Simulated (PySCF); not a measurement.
**ReH₃⁺: structure of the quartet**

Where does quartet ReH₃⁺ go from a T-shaped start, is the end point a minimum, and what are its modes, charges and moments?

The runs use PySCF 2.14.0; PBE0, basis Re def2-TZVP with ECP60, H def2-TZVP, scalar-relativistic core potentials, no spin–orbit coupling, density fitting.

## (1) Starting geometry

4 atoms, charge 1, spin multiplicity 4.

Bond lengths: Re1–H2 1.597 Å, Re1–H3 1.597 Å, Re1–H4 1.597 Å. Angles: H2–Re1–H3 88.0°, H2–Re1–H4 88.0°, H3–Re1–H4 176.0°.

Coordinates in bohr (charge 1 multiplicity 4):
```
Re    0.0000    0.0000    0.0000
H     0.0000    0.0000    3.0186
H     3.0168    0.0000    0.1053
H    -3.0168    0.0000    0.1053
```

## (2) First SCF at the start

One driver script runs all steps and calls PySCF; scf.py shows how it sets up the SCF of each step. The optimiser is the driver's own. After this first run the driver tries any further starts and a stability analysis.

Input file scf.py:

```python
from pyscf import gto, scf, dft
mol = gto.M(atom='''
Re     0.000000     0.000000     0.000000
H      0.000000     0.000000     1.597400
H      1.596400     0.000000     0.055700
H     -1.596400     0.000000     0.055700''',
    basis={'Re': 'def2-TZVP', 'H': 'def2-TZVP'},
    ecp={'Re': 'def2-TZVP'},
    charge=1, spin=3)
mf = dft.UKS(mol, xc='PBE0')
mf.grids.atom_grid = (50, 194)
aux = {'Re': 'def2-universal-JKFIT', 'H': 'def2-universal-JKFIT'}
mf = mf.density_fit(auxbasis=aux)
mf.conv_tol = 1e-08
mf.diis_space = 10
mf.max_cycle = 60
mf.init_guess = 'minao'
mf.verbose = 4
mf.kernel()
```

Run with:

```console
$ OMP_NUM_THREADS=2 python axn.py task.json out
```

What it wrote:

```text
init E= -61.5339966201514
[... the frontier-level lines of each cycle are left out ...]
cycle= 1 E= -79.3760998560365  delta_E= -17.8  |g|= 0.52  |ddm|= 5.05
cycle= 2 E= -78.716702766512  delta_E= 0.659  |g|= 1.14  |ddm|= 1.87
cycle= 3 E= -79.5027500900474  delta_E= -0.786  |g|= 0.144  |ddm|= 1.66
cycle= 4 E= -79.5381574182895  delta_E= -0.0354  |g|= 0.224  |ddm|= 1.07
cycle= 5 E= -79.5562397419608  delta_E= -0.0181  |g|= 0.161  |ddm|= 0.104
cycle= 6 E= -79.5625822098439  delta_E= -0.00634  |g|= 0.134  |ddm|= 0.0447
cycle= 7 E= -79.5749701322651  delta_E= -0.0124  |g|= 0.0419  |ddm|= 0.146
cycle= 8 E= -79.5761451313077  delta_E= -0.00117  |g|= 0.0117  |ddm|= 0.0494
cycle= 9 E= -79.5762415569044  delta_E= -9.64e-05  |g|= 0.00099  |ddm|= 0.0169
cycle= 10 E= -79.5762444215443  delta_E= -2.86e-06  |g|= 0.000226  |ddm|= 0.00332
cycle= 11 E= -79.5762447658993  delta_E= -3.44e-07  |g|= 0.000171  |ddm|= 0.00127
cycle= 12 E= -79.5762448599142  delta_E= -9.4e-08  |g|= 4.19e-05  |ddm|= 0.000757
cycle= 13 E= -79.5762448693897  delta_E= -9.48e-09  |g|= 6.76e-06  |ddm|= 0.000286
Extra cycle  E= -79.5762448695435  delta_E= -1.54e-10  |g|= 3.73e-06  |ddm|= 1.97e-05
converged SCF energy = -79.5762448695435  <S^2> = 4.7730388  2S+1 = 4.4824274
```

This step, with its further starts and checks, ran for 18 s (2 threads, shared host).

Energies from each starting density:

```csv
start,energy (Eh)
the minimal-basis guess,-79.576245
a thermally smeared density,-79.576245
a smeared PBE density,-79.576245
```

The test of internal stability and the other starts found no lower solution of this spin.

## (3) Relaxation: T-shaped start, quartet

The program finds C2v symmetry in the start, which this walk keeps. Threshold on the gradient: 0.0003 Eh/bohr, with a further test on the energy change.

Edit scf.py of step 2 so:

```diff
@@ -3,4 +3,4 @@
-Re     0.000000     0.000000     0.000000
-H      0.000000     0.000000     1.597400
-H      1.596400     0.000000     0.055700
-H     -1.596400     0.000000     0.055700''',
+Re     0.000000     0.000000    -0.009065
+H      0.000000     0.000000     1.588335
+H      1.596400    -0.000000     0.046635
+H     -1.596400     0.000000     0.046635''',
@@ -17 +16,0 @@
-mf.init_guess = 'minao'
```

The optimiser's trace:

```csv
step,energy (Eh),change (kJ/mol),largest symmetric gradient (Eh/bohr)
0,-79.576245,0.00,0.06214
1,-79.595737,-51.18,0.04176
2,-79.613516,-97.86,0.02275
3,-79.619916,-114.66,0.03811
4,-79.630187,-141.63,0.04407
5,-79.657157,-212.43,0.03458
6,-79.669286,-244.28,0.01805
7,-79.669909,-245.92,0.00523
8,-79.669994,-246.14,0.00095
9,-79.669995,-246.14,0.00003
```

The walk took 28 s.

After 9 steps and 246.1 kJ/mol it ends at C2v: Re–H 1.609 Å, Re–H 1.621 Å (×2); H–Re–H 56.9° (×2), H–Re–H 113.9°.

## (4) Frequencies

The point is checked on the finer grid, and tightened if its gradient asks for it. The Hessian and the dipole derivatives come from central differences of analytic gradients, with steps of 0.01 bohr.

Edit scf.py of step 3 so:

```diff
@@ -3,4 +3,4 @@
-Re     0.000000     0.000000    -0.009065
-H      0.000000     0.000000     1.588335
-H      1.596400    -0.000000     0.046635
-H     -1.596400     0.000000     0.046635''',
+Re    -0.000000     0.000000    -0.018089
+H     -0.000000     0.000000     1.591572
+H      1.358504    -0.000000     0.866891
+H     -1.358504     0.000000     0.866891''',
@@ -11 +11 @@
-mf.grids.atom_grid = (50, 194)
+mf.grids.atom_grid = (75, 302)
@@ -14 +13,0 @@
-mf.conv_tol = 1e-08
```

The driver hands on the density of the step before, so the log starts near convergence.

SCF at the final geometry:

```text
init E= -79.669919194898
[... the frontier-level lines of each cycle are left out ...]
cycle= 1 E= -79.6699191924057  delta_E= 2.49e-09  |g|= 8.53e-05  |ddm|= 0.00011
cycle= 2 E= -79.6699191846143  delta_E= 7.79e-09  |g|= 0.00015  |ddm|= 0.000192
cycle= 3 E= -79.6699191961297  delta_E= -1.15e-08  |g|= 2.08e-06  |ddm|= 0.000122
cycle= 4 E= -79.6699191961316  delta_E= -1.92e-12  |g|= 3.36e-07  |ddm|= 1.65e-06
Extra cycle  E= -79.6699191961323  delta_E= -6.82e-13  |g|= 1.91e-07  |ddm|= 8.19e-07
converged SCF energy = -79.6699191961323  <S^2> = 3.7833122  2S+1 = 4.0166216
```

The whole step took 63 s.

Geometry: C2v; Re–H 1.610 Å, Re–H 1.621 Å (×2); H–Re–H 56.9° (×2), H–Re–H 113.8°.

Harmonic modes (main isotopes):

| symmetry | ω (cm⁻¹) | IR (km/mol) |
| --- | --- | --- |
| b1 | 164i | 7.4 |
| b2 | 830 | 101 |
| a1 | 1016 | 41.3 |
| a1 | 2193 | 4.3 |
| b2 | 2199 | 0.1 |
| a1 | 2237 | 13.9 |

1 mode is imaginary, the largest at 164i cm⁻¹: a saddle point, not a minimum.

Properties at this point:

| Item | Value |
| --- | --- |
| Dipole moment about the centre of mass | 1.40 D |
| Highest occupied level | -14.57 eV |
| Lowest empty level | -9.21 eV |
| Rotational constants | 4.532, 4.083, 2.148 cm⁻¹ |
| Zero-point energy (real modes) | 50.7 kJ/mol |
| Principal polarisabilities | 27.8, 29.3, 36.1 bohr³ |
| Principal traceless quadrupole moments about the centre of mass | -1.60, -0.99, 2.59 D Å |
| Spin squared ⟨S²⟩ | 3.783 |

Charges (e) and bond orders:

| atom | Mulliken | Löwdin | polar tensor | spin (Mulliken) | Mayer order to Re1 |
| --- | --- | --- | --- | --- | --- |
| Re1 | 0.56 | 0.75 | 0.93 | 3.31 | – |
| H2 | 0.19 | 0.11 | 0.10 | -0.09 | 0.87 |
| H3,4 | 0.13 | 0.07 | -0.01 | -0.11 | 0.94 |

Outer orbital energies (eV). α occupied: -57.04, -56.76, -18.72, -16.91, -15.89, -15.00, -14.75, -14.57; empty: -8.78, -8.50, -6.54, -3.77. β occupied: -94.43, -54.97, -54.70, -53.97, -18.60, -16.40, -15.09; empty: -9.21, -9.00, -8.89, -7.99.

Mulliken populations on Re1 (outside its core potential): s 2.82, p 6.16, d 5.45, f 0.01.

## (5) Leaving the saddle point

The start is the last point, displaced along its most imaginary mode.

The program finds Cs symmetry in the start, which this walk keeps. The walk stops when the largest gradient is under 0.0003 Eh/bohr and the energy has settled too.

Edit scf.py of step 4 so:

```diff
@@ -3,4 +3,4 @@
-Re    -0.000000     0.000000    -0.018089
-H     -0.000000     0.000000     1.591572
-H      1.358504    -0.000000     0.866891
-H     -1.358504     0.000000     0.866891''',
+Re    -0.000000    -0.000530    -0.017929
+H     -0.000000    -0.120000     1.591733
+H      1.358504     0.109132     0.867052
+H     -1.358504     0.109132     0.867052''',
@@ -11 +11 @@
-mf.grids.atom_grid = (75, 302)
+mf.grids.atom_grid = (50, 194)
@@ -13,0 +14 @@
+mf.conv_tol = 1e-08
```

The optimiser's trace:

```csv
step,energy (Eh),change (kJ/mol),largest symmetric gradient (Eh/bohr)
0,-79.670028,0.00,0.00332
1,-79.670070,-0.11,0.00175
2,-79.670243,-0.57,0.00188
3,-79.670521,-1.29,0.00234
4,-79.670773,-1.96,0.00574
5,-79.671074,-2.75,0.01092
6,-79.671750,-4.52,0.00913
7,-79.672179,-5.65,0.01032
8,-79.672485,-6.45,0.00657
9,-79.672662,-6.92,0.00933
10,-79.672923,-7.60,0.00208
11,-79.673000,-7.80,0.00065
12,-79.673044,-7.92,0.00205
13,-79.673081,-8.02,0.00225
14,-79.673125,-8.13,0.00083
15,-79.673130,-8.15,0.00038
16,-79.673130,-8.14,0.00066
17,-79.673132,-8.15,0.00026
```

The walk took 55 s.

It settles in Cs symmetry, 8.2 kJ/mol below the start, after 17 steps: Re–H 1.630 Å (×3); H–Re–H 90.6°, H–Re–H 93.3° (×2).

## (6) Hessian and properties

The same treatment as at the point before.

Edit scf.py of step 5 so:

```diff
@@ -3,4 +3,4 @@
-Re    -0.000000    -0.000530    -0.017929
-H     -0.000000    -0.120000     1.591733
-H      1.358504     0.109132     0.867052
-H     -1.358504     0.109132     0.867052''',
+Re    -0.000000    -0.008105    -0.011160
+H      0.000483    -0.616112     1.501476
+H      1.195587     1.060129     0.284117
+H     -1.196069     1.059452     0.284608''',
@@ -11 +11 @@
-mf.grids.atom_grid = (50, 194)
+mf.grids.atom_grid = (75, 302)
@@ -14 +13,0 @@
-mf.conv_tol = 1e-08
```

Log of the central SCF (cycles and frontier levels):

```text
init E= -79.6731127269193
[... the frontier-level lines of each cycle are left out ...]
cycle= 1 E= -79.6731127267599  delta_E= 1.59e-10  |g|= 2.28e-05  |ddm|= 3.46e-05
cycle= 2 E= -79.6731127263468  delta_E= 4.13e-10  |g|= 3.63e-05  |ddm|= 5.51e-05
cycle= 3 E= -79.6731127270275  delta_E= -6.81e-10  |g|= 1.48e-07  |ddm|= 3.38e-05
cycle= 4 E= -79.6731127270276  delta_E= -1.28e-13  |g|= 1.02e-07  |ddm|= 3.58e-07
Extra cycle  E= -79.6731127270274  delta_E= 1.56e-13  |g|= 9.45e-08  |ddm|= 1.96e-07
converged SCF energy = -79.6731127270274  <S^2> = 3.7948354  2S+1 = 4.0223552
```

The whole step ran for 64 s (2 threads, shared host).

Geometry: C3v; Re–H 1.630 Å (×3); H–Re–H 94.4° (×3).

Harmonic modes (main isotopes):

```json
{"symmetry": "a1", "ω (cm⁻¹)": "209", "IR (km/mol)": "29.5", "type": "bend"}
{"symmetry": "e", "ω (cm⁻¹)": "253", "IR (km/mol)": "13.8", "type": "bend"}
{"symmetry": "e", "ω (cm⁻¹)": "2173", "IR (km/mol)": "0.7", "type": "stretch"}
{"symmetry": "a1", "ω (cm⁻¹)": "2196", "IR (km/mol)": "10.1", "type": "stretch"}
```

Every mode is real; the point is a minimum.

Properties at this point:

```yaml
Dipole_moment_about_the_centre_of_mass: 1.69 D
Highest_occupied_level: -15.27 eV
Lowest_empty_level: -9.51 eV
Rotational_constants: 3.294, 3.294, 2.924 cm⁻¹
Zero-point_energy: 43.4 kJ/mol
Principal_polarisabilities: 29.6, 33.4, 33.4 bohr³
Principal_traceless_quadrupole_moments_about_the_centre_of_mass: -0.08, -0.08, 0.16 D Å
Entropy_at_298.15_K_and_1_bar_electronic_part_spin_only: 268.9 J/(mol K)
Heat_capacity_Cp_at_298.15_K: 55.7 J/(mol K)
Enthalpy_at_298.15_K_above_0_K: 13.88 kJ/mol
Rotational_symmetry_number: 3
Spin_squared_⟨S²⟩: 3.795
```

Charges (e) and bond orders:

```json
{"atom": "Re1", "Mulliken": "0.67", "Löwdin": "0.88", "polar tensor": "1.18", "spin (Mulliken)": "3.40", "Mayer order to Re1": "–"}
{"atom": "H2,3,4", "Mulliken": "0.11", "Löwdin": "0.04", "polar tensor": "-0.06", "spin (Mulliken)": "-0.13", "Mayer order to Re1": "0.97"}
```

Mulliken populations on Re1 (outside its core potential): s 2.93, p 6.17, d 5.21, f 0.02.

## (7) All stationary points

| spin | group | bonds | imaginary modes (cm⁻¹) | ΔE (kJ/mol) | with zero-point energy |
| --- | --- | --- | --- | --- | --- |
| quartet | C3v | Re–H 1.630 Å (×3) | none | 0.0 | 0.0 |
| quartet | C2v | Re–H 1.610 Å, Re–H 1.621 Å (×2) | 164i | 8.4 | – |

## (8) What came out

| quantity | value |
| --- | --- |
| minimum | quartet, C3v |
| geometry | Re–H 1.630 Å (×3); H–Re–H 94.4° (×3) |
| wavenumbers (cm⁻¹) | 209 (a1), 253 (e), 2173 (e), 2196 (a1) |
| dipole moment (centre of mass) | 1.69 D |
| highest occupied, lowest empty level (either spin) | -15.27, -9.51 eV |
| polar-tensor charge of Re1 | +1.18 e |
| zero-point energy | 43.4 kJ/mol |
| entropy at 298.15 K | 268.9 J/(mol K) |
| ⟨S²⟩ | 3.795 |

What this shows: The T-shaped start (C2v) ends in a minimum of C3v symmetry, after a stop at a saddle point 8.4 kJ/mol higher, from which it was pushed off along an imaginary mode. The strongest infrared band lies at 209 cm⁻¹ (a1, bend). Most of the spin sits on Re1 (Mulliken spin 3.40, against 3 for the whole molecule). Other starts or spin states, not run here, may lie lower. One determinant may miss the lowest occupation of an open d or f shell. Spin–orbit coupling, left out here, can matter for elements this heavy.

The search up to here took 3.8 min.
